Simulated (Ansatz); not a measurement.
# K+ with TeH₂: structure and interaction energy

The task here is to estimate one member of a computed series from the others.

The runs use Ansatz 0.2.0, Gaussian basis; PBE0-D4 structure, single points in def2-TZVPPD.

Levels: PBE-D4, revPBE-D4, BLYP-D4, r2SCAN-D4, B97M-V, PBE0-D4, B3LYP-D4, HSE06-D4, wB97X-V, wB97M-V, B2PLYP, Hartree-Fock, MP2, CCSD, CCSD(T). The reference is CCSD(T) extrapolated to the basis limit. For elements past Ar these valence bases correlate outer-core shells poorly and lack relativity, so that limit is rough.

Correlated methods freeze the cores. Filled d shells of the heavier atoms are correlated. Core potentials replace the inner electrons past krypton, and spin-orbit coupling is left out. The outer core shell of Li, Na, Mg and K is correlated. B3LYP uses VWN-RPA correlation. B2PLYP carries no dispersion term here.

163 further runs of the same task are left out: 163 set aside as unsound or not needed.

### Starting geometry

The pair, from a GFN2-xTB docking trial: 4 atoms, charge 1, spin multiplicity 1.

Atoms are counted from 1 here; the program's logs count them from 0.

Bond lengths: K1–Te2 3.600 Å, Te2–H3 1.630 Å, Te2–H4 1.630 Å. Angles: K1–Te2–H3 96.0°, K1–Te2–H4 96.2°, H3–Te2–H4 88.4°.

As a file:

```
K     0.2675    0.0548   -2.8334
Te   -0.1405    0.7139    0.6825
H    -1.1883   -0.5031    0.9640
H     1.0612   -0.2655    1.1869
```

Atoms 1 to 1 are fragment A (K+), the rest fragment B (TeH₂).

Set-up of the first run:

Input file pre/in.yaml:

```yaml
crystal:
  periodic: [false, false, false]
  atoms:
    - {symbol: K, position_ang: [0.267500, 0.054800, -2.833400]}
    - {symbol: Te, position_ang: [-0.140500, 0.713900, 0.682500]}
    - {symbol: H, position_ang: [-1.188300, -0.503100, 0.964000]}
    - {symbol: H, position_ang: [1.061200, -0.265500, 1.186900]}
basis:
  gaussian: {orbitals: def2-SVP}
total_charge: 1
hamiltonian: {xc: pbe, dispersion: d4}
relax: {f_tol: 0.03, max_steps: 250}
```

On the command line:

```bash
> ansatz run in.yaml --threads 2 --pin off --events-out ev --progress --plain --max-ram 5222MiB
```

Steps of the session up to this table: A first relaxation in a small basis; Relaxation at PBE0-D4; wB97X-V/def2-TZVPPD; wB97M-V/def2-TZVPPD; B2PLYP/def2-TZVPPD; B97M-V/def2-TZVPPD; CCSD(T)/def2-TZVPPD; MP2/def2-QZVPPD; SPW92/def2-SVP; wB97M-V/def2-SVP; CCSD(T)/def2-SVP; Vibrations of the pair.

One table of the session follows, with a row left open; its other results are not shown here.

```
      method  interaction (meV)
      PBE-D4               -501
   revPBE-D4               -469
     BLYP-D4               -481
   r2SCAN-D4                  ?
      B97M-V               -447
     PBE0-D4               -483
    B3LYP-D4               -479
    HSE06-D4               -485
     wB97X-V               -453
     wB97M-V               -453
      B2PLYP               -426
Hartree-Fock               -367
         MP2               -419
        CCSD               -403
     CCSD(T)               -409
 CCSD(T)/CBS               -453
```

Q: Estimate the row for r2SCAN-D4 from the others.

**Answer.** interaction (meV): -441. In the column «interaction (meV)» it lies between B97M-V (-447) and B2PLYP (-426).
